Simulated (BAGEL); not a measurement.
# BSiNH4S (SMILES S[SiH]1BN1) at 4 levels

Wanted: a comparison of 4 runs (B3LYP/6-31G*, B3LYP/cc-pVDZ, PBE0/cc-pVDZ, RI-MP2/cc-pVDZ) of BSiNH4S. 

The results are computed with BAGEL 1.2.2.

1 further run of the same task is left out (it didn't finish). Runs told in other sessions of the task aren't counted.

**1. The system as given**

BSiNH4S has 8 atoms, charge 0, and is taken as a singlet. As SMILES, `S[SiH]1BN1`. The coordinates come from a PBE0-D4/def2-TZVP relaxation. This is one conformer, not always the lowest.

Bond lengths: S1–Si2 2.130 Å, Si2–B3 1.919 Å, Si2–N4 1.750 Å, B3–N4 1.383 Å, S1–H5 1.344 Å, Si2–H6 1.482 Å, B3–H7 1.188 Å, N4–H8 1.010 Å. Some angles: S1–Si2–B3 124.2°, S1–Si2–N4 118.5°, B3–Si2–N4 44.0°, Si2–B3–N4 61.5°, Si2–N4–B3 74.5°, S1–Si2–H6 108.2°, B3–Si2–H6 127.6°, N4–Si2–H6 114.3°, Si2–S1–H5 95.1°, Si2–B3–H7 162.4°.

**2. A single-point energy at B3LYP/6-31G(d) (density fitting with qzvpp-jkfit, spherical functions) (run 1)**

Contents of dft.json:

```json
{ "bagel": [

{
  "title": "molecule",
  "basis": "6-31gs.json",
  "df_basis": "qzvpp-jkfit",
  "angstrom": "true",
  "geometry": [
    { "atom": "S", "xyz": [   -2.198700,   -0.554700,   -0.360400 ] },
    { "atom": "Si", "xyz": [   -0.326600,   -0.039100,    0.515400 ] },
    { "atom": "B", "xyz": [    1.350500,   -0.825500,    0.014200 ] },
    { "atom": "N", "xyz": [    0.999600,    0.392100,   -0.541100 ] },
    { "atom": "H", "xyz": [   -2.816800,    0.582000,    0.001900 ] },
    { "atom": "H", "xyz": [   -0.578800,    0.932200,    1.605800 ] },
    { "atom": "H", "xyz": [    2.264800,   -1.577600,   -0.080200 ] },
    { "atom": "H", "xyz": [    1.398200,    1.033600,   -1.211500 ] }
  ]
},
{ "title": "ks", "xc_func": "b3lyp" },
{ "title": "print", "file": "orbitals.molden", "orbitals": "true" }

]}
```

The basis set 6-31G* is read from a file made from the Basis Set Exchange's data (not shown).

On the command line:

```sh
$ BAGEL_NUM_THREADS=1 BAGEL dft.json > dft.out
```

Output:

```text
* using 1 threads per process

  ===============================================================
  ===============================================================

  *** Geometry ***

  { "atom" : "S", "xyz" : [     -4.154941,     -1.048231,     -0.681057 ] },
  { "atom" : "Si", "xyz" : [     -0.617185,     -0.073888,      0.973965 ] },
  { "atom" : "B", "xyz" : [      2.552075,     -1.559969,      0.026834 ] },
  { "atom" : "N", "xyz" : [      1.888970,      0.740962,     -1.022531 ] },
  { "atom" : "H", "xyz" : [     -5.322981,      1.099821,      0.003590 ] },
  { "atom" : "H", "xyz" : [     -1.093773,      1.761603,      3.034522 ] },
  { "atom" : "H", "xyz" : [      4.279852,     -2.981232,     -0.151556 ] },
  { "atom" : "H", "xyz" : [      2.642215,      1.953221,     -2.289403 ] },

  Number of auxiliary basis functions:      480

  Since a DF basis is specified, we compute 2- and 3-index integrals:
    o Being stored without compression. Storage requirement is 0.020 GB

  Number of basis functions:       72
  Number of electrons      :       46

    * METHOD: MOLECULE                             0.25

  *** Kohn-Sham DFT ***

    * Removing 14304 points whose weight is below 1.00e-10
    * Grid points: 104944

  === Nuclear Repulsion ===
   186.9826419113

       - DIIS with orbital gradients will be used.

  === KS iteration (b3lyp / 6-31gs.json) ===
      0       -746.03654483          0.13916709           0.36
      1       -740.86335576          0.15028222           0.35
      2       -722.34818996          0.17749825           0.35
      3       -743.70318670          0.14649655           0.35
      4       -759.54530841          0.10683253           0.36
      5       -769.41499772          0.02515993           0.35
      6       -769.53901324          0.01982721           0.35
      7       -769.70907096          0.00263088           0.35
      8       -769.71178022          0.00114561           0.35
      9       -769.71227050          0.00050991           0.35
     10       -769.71236224          0.00010017           0.35
     11       -769.71236572          0.00001133           0.34
     12       -769.71236578          0.00000567           0.34
     13       -769.71236581          0.00000161           0.34
     14       -769.71236581          0.00000035           0.36
     15       -769.71236581          0.00000026           0.35
     16       -769.71236581          0.00000008           0.34
     17       -769.71236581          0.00000006           0.34
     18       -769.71236581          0.00000001           0.35
     19       -769.71236581          0.00000001           0.34
    * SCF iteration converged.

    * Permanent dipole moment:
           (   -0.312489,    -0.807617,     0.102771) a.u.

    * METHOD: KS                                   7.53

    * METHOD: PRINT                                0.01

  ===============================================================
```

Run time: 8.1 s. Hardware: 1 thread of Arm Neoverse V1, shared host; peak memory 0.38 GiB.

**3. The energy at B3LYP/cc-pVDZ (density fitting with qzvpp-jkfit) (run 2)**

Contents of job.json:

```json
{ "bagel": [

{
  "title": "molecule",
  "basis": "cc-pvdz.json",
  "df_basis": "qzvpp-jkfit",
  "angstrom": "true",
  "geometry": [
    { "atom": "S", "xyz": [   -2.198700,   -0.554700,   -0.360400 ] },
    { "atom": "Si", "xyz": [   -0.326600,   -0.039100,    0.515400 ] },
    { "atom": "B", "xyz": [    1.350500,   -0.825500,    0.014200 ] },
    { "atom": "N", "xyz": [    0.999600,    0.392100,   -0.541100 ] },
    { "atom": "H", "xyz": [   -2.816800,    0.582000,    0.001900 ] },
    { "atom": "H", "xyz": [   -0.578800,    0.932200,    1.605800 ] },
    { "atom": "H", "xyz": [    2.264800,   -1.577600,   -0.080200 ] },
    { "atom": "H", "xyz": [    1.398200,    1.033600,   -1.211500 ] }
  ]
},
{ "title": "ks", "xc_func": "b3lyp" },
{ "title": "print", "file": "orbitals.molden", "orbitals": "true" }

]}
```

The basis set cc-pVDZ is read from a file made from the Basis Set Exchange's data (not shown).

On the command line:

```sh
$ BAGEL_NUM_THREADS=1 BAGEL job.json > job.out
```

Output:

```text
* using 1 threads per process

  ===============================================================
  ===============================================================

  *** Geometry ***

  { "atom" : "S", "xyz" : [     -4.154941,     -1.048231,     -0.681057 ] },
  { "atom" : "Si", "xyz" : [     -0.617185,     -0.073888,      0.973965 ] },
  { "atom" : "B", "xyz" : [      2.552075,     -1.559969,      0.026834 ] },
  { "atom" : "N", "xyz" : [      1.888970,      0.740962,     -1.022531 ] },
  { "atom" : "H", "xyz" : [     -5.322981,      1.099821,      0.003590 ] },
  { "atom" : "H", "xyz" : [     -1.093773,      1.761603,      3.034522 ] },
  { "atom" : "H", "xyz" : [      4.279852,     -2.981232,     -0.151556 ] },
  { "atom" : "H", "xyz" : [      2.642215,      1.953221,     -2.289403 ] },

  Number of auxiliary basis functions:      480

  Since a DF basis is specified, we compute 2- and 3-index integrals:
    o Being stored without compression. Storage requirement is 0.027 GB

  Number of basis functions:       84
  Number of electrons      :       46

    * METHOD: MOLECULE                             0.25

  *** Kohn-Sham DFT ***

    * Removing 14304 points whose weight is below 1.00e-10
    * Grid points: 104944

  === Nuclear Repulsion ===
   186.9826419113

       - DIIS with orbital gradients will be used.

  === KS iteration (b3lyp / cc-pvdz.json) ===
      0       -748.55361028          0.08892381           0.43
      1       -734.31567842          0.14140591           0.40
      2       -722.18606941          0.14384474           0.40
      3       -741.63302941          0.13614812           0.40
      4       -764.75012140          0.06875364           0.40
      5       -769.45475482          0.02133781           0.40
      6       -769.62409833          0.01386412           0.40
      7       -769.74987220          0.00307801           0.40
      8       -769.75616706          0.00142435           0.40
      9       -769.75714990          0.00033813           0.39
     10       -769.75720261          0.00009011           0.40
     11       -769.75720726          0.00001197           0.40
     12       -769.75720733          0.00000451           0.40
     13       -769.75720734          0.00000190           0.40
     14       -769.75720734          0.00000023           0.40
     15       -769.75720734          0.00000012           0.40
     16       -769.75720734          0.00000004           0.41
     17       -769.75720734          0.00000002           0.41
     18       -769.75720734          0.00000001           0.40
    * SCF iteration converged.

    * Permanent dipole moment:
           (   -0.200698,    -0.765620,     0.147955) a.u.

    * METHOD: KS                                   8.34

    * METHOD: PRINT                                0.02

  ===============================================================
```

Wall time 9 s (1 thread of Arm Neoverse V1, shared host); peak memory 0.43 GiB.

Run 3 isn't shown in full; the table further down has it.

**4. A single-point energy at RI-MP2/cc-pVDZ (density fitting with qzvpp-jkfit) (run 4)**

Contents of calc.json:

```json
{ "bagel": [

{
  "title": "molecule",
  "basis": "cc-pvdz.json",
  "df_basis": "qzvpp-jkfit",
  "angstrom": true,
  "geometry": [
    { "atom": "S", "xyz": [      -2.198700,      -0.554700,      -0.360400 ] },
    { "atom": "Si", "xyz": [      -0.326600,      -0.039100,       0.515400 ] },
    { "atom": "B", "xyz": [       1.350500,      -0.825500,       0.014200 ] },
    { "atom": "N", "xyz": [       0.999600,       0.392100,      -0.541100 ] },
    { "atom": "H", "xyz": [      -2.816800,       0.582000,       0.001900 ] },
    { "atom": "H", "xyz": [      -0.578800,       0.932200,       1.605800 ] },
    { "atom": "H", "xyz": [       2.264800,      -1.577600,      -0.080200 ] },
    { "atom": "H", "xyz": [       1.398200,       1.033600,      -1.211500 ] }
  ]
},

{
  "title": "hf"
},

{
  "title": "mp2",
  "ncore": 12
}

]}
```

The basis set cc-pVDZ is read from a file made from the Basis Set Exchange's data (not shown).

On the command line:

```sh
$ BAGEL_NUM_THREADS=1 BAGEL calc.json > calc.out
```

Output:

```text
* using 1 threads per process

  ===============================================================
  ===============================================================

  *** Geometry ***

  { "atom" : "S", "xyz" : [     -4.154941,     -1.048231,     -0.681057 ] },
  { "atom" : "Si", "xyz" : [     -0.617185,     -0.073888,      0.973965 ] },
  { "atom" : "B", "xyz" : [      2.552075,     -1.559969,      0.026834 ] },
  { "atom" : "N", "xyz" : [      1.888970,      0.740962,     -1.022531 ] },
  { "atom" : "H", "xyz" : [     -5.322981,      1.099821,      0.003590 ] },
  { "atom" : "H", "xyz" : [     -1.093773,      1.761603,      3.034522 ] },
  { "atom" : "H", "xyz" : [      4.279852,     -2.981232,     -0.151556 ] },
  { "atom" : "H", "xyz" : [      2.642215,      1.953221,     -2.289403 ] },

  Number of auxiliary basis functions:      480

  Since a DF basis is specified, we compute 2- and 3-index integrals:
    o Being stored without compression. Storage requirement is 0.027 GB

  Number of basis functions:       84
  Number of electrons      :       46

    * METHOD: MOLECULE                             0.25

  *** RHF ***

  === Nuclear Repulsion ===
   186.9826419113

      * DIIS with orbital gradients will be used.

  === RHF iteration (cc-pvdz.json) ===
      0       -767.71120541          0.01842646           0.08
      1       -767.85635037          0.01403006           0.08
      2       -767.95099170          0.00173023           0.08
      3       -767.95356595          0.00055880           0.08
      4       -767.95377590          0.00012474           0.08
      5       -767.95379327          0.00002660           0.08
      6       -767.95379432          0.00000709           0.08
      7       -767.95379439          0.00000240           0.08
      8       -767.95379440          0.00000095           0.08
      9       -767.95379440          0.00000021           0.08
     10       -767.95379440          0.00000007           0.08
     11       -767.95379440          0.00000003           0.08
     12       -767.95379440          0.00000001           0.08
     13       -767.95379440          0.00000000           0.08
    * SCF iteration converged.

    * Permanent dipole moment:
           (   -0.256896,    -0.750946,     0.053358) a.u.

    * METHOD: HF                                   1.29

  *** RHF ***

  === Nuclear Repulsion ===
   186.9826419113

      * DIIS with orbital gradients will be used.

  === RHF iteration (cc-pvdz.json) ===
      0       -767.95379440          0.00000000           0.08
    * SCF iteration converged.

    * Permanent dipole moment:
           (   -0.256896,    -0.750946,     0.053358) a.u.

  === DF-MP2 calculation ===

    * freezing 12 orbitals
    * 3-index integral transformation done
    * assembly done

      MP2 correlation energy:   -0.4753240591      0.04

      MP2 total energy:       -768.4291184601

    * METHOD: MP2                                  0.20

  ===============================================================
```

Run time: 1.9 s. Hardware: 1 thread of Arm Neoverse V1, shared host; peak memory 0.12 GiB.

**5. The series**

```csv
run,level,frozen core orbitals,energy (Eh),dipole moment (D),HOMO energy (eV),LUMO energy (eV),wall time
1,"B3LYP/6-31G* (density fitting with qzvpp-jkfit, spherical functions)",–,-769.712366,2.22,-6.72,-0.34,8.1 s
2,B3LYP/cc-pVDZ (density fitting with qzvpp-jkfit),–,-769.757207,2.05,-6.69,-0.45,9 s
3,PBE0/cc-pVDZ (density fitting with qzvpp-jkfit),–,-769.361148,2.14,-6.94,-0.28,8.7 s
4,RI-MP2/cc-pVDZ (density fitting with qzvpp-jkfit),12,-768.429118,–,–,–,1.9 s
```

**6. Summary of results**

| quantity | value |
| --- | --- |
| run 4: total energy | -768.42912 Eh |
| run 4: correlation energy (12 core orbitals frozen) | -475.3 mEh |

What this shows: Over runs 1, 2, 3 the dipole moment (its size) runs from 2.05 D (B3LYP/cc-pVDZ) to 2.22 D (B3LYP/6-31G*). Over runs 1, 2, 3 the HOMO–LUMO gap runs from 6.24 eV (B3LYP/cc-pVDZ) to 6.66 eV (PBE0/cc-pVDZ). Totals of different functionals can't be ranked against each other. All runs together took 28 s, the longest 9 s.
